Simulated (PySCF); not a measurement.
**The bond of GaF, level by level**

An exercise on one series of results from a longer session: the logs are not shown, and one member is left open.

The runs use PySCF 2.14.0; Ga cc-pVTZ-PP with ECP10, F cc-pVTZ, scalar-relativistic core potentials.

The first run:

The job is set up so:

- atoms: Ga, F
- charge: 0
- basis: Ga cc-pVTZ-PP with ECP10, F cc-pVTZ
- Hamiltonian: scalar-relativistic core potentials
- basis functions: 69
- electrons treated: 30
- masses in u: 68.9256, 18.9984
- levels: PBE0, PBE, r²SCAN, TPSSh, BLYP, r²SCAN0, ωB97X, HF, MP2, SCS-MP2, CCSD, CCSD(T)
- grid: 80 radial by 434 angular points
- occupations: held fixed by the projection of orbital angular momentum
- dissociation limit: Ga + F, each in its ground configuration
- starting distance in angstrom: 1.820
- values of 2S to try: 0, 2

Launch:

```console
$ OMP_NUM_THREADS=1 python dia.py task.json out
```

Steps of the session up to this table: Input; First curve: PBE0; Other states along the same grid; PBE (GGA); r²SCAN; TPSSh (hybrid meta-GGA); BLYP; r²SCAN0; ωB97X (range-separated hybrid); RHF (mean field); Adding correlation.

One table of the session follows, with a row left open; its other results are not shown here.

It belongs to the step «Constants by level of theory». Differences from CCSD(T) in the same basis:

```
      level  Re (mÅ)  ωe (%)
        RHF      -12    +0.9
    RHF-MP2       +1    +0.1
RHF-SCS-MP2       +4    -0.8
   RHF-CCSD       -3    +0.6
        PBE      +33    -8.7
       BLYP      +46   -10.7
     r²SCAN       +4    -2.9
      TPSSh      +15    -5.1
       PBE0        ?       ?
    r²SCAN0       -8    -0.5
      ωB97X      +11    -3.6
```

Q: Estimate the row for PBE0 from the others.

The run gave: Re (mÅ): +9; ωe (%): -4.0. In the column «Re (mÅ)» it lies between r²SCAN (+4) and ωB97X (+11).
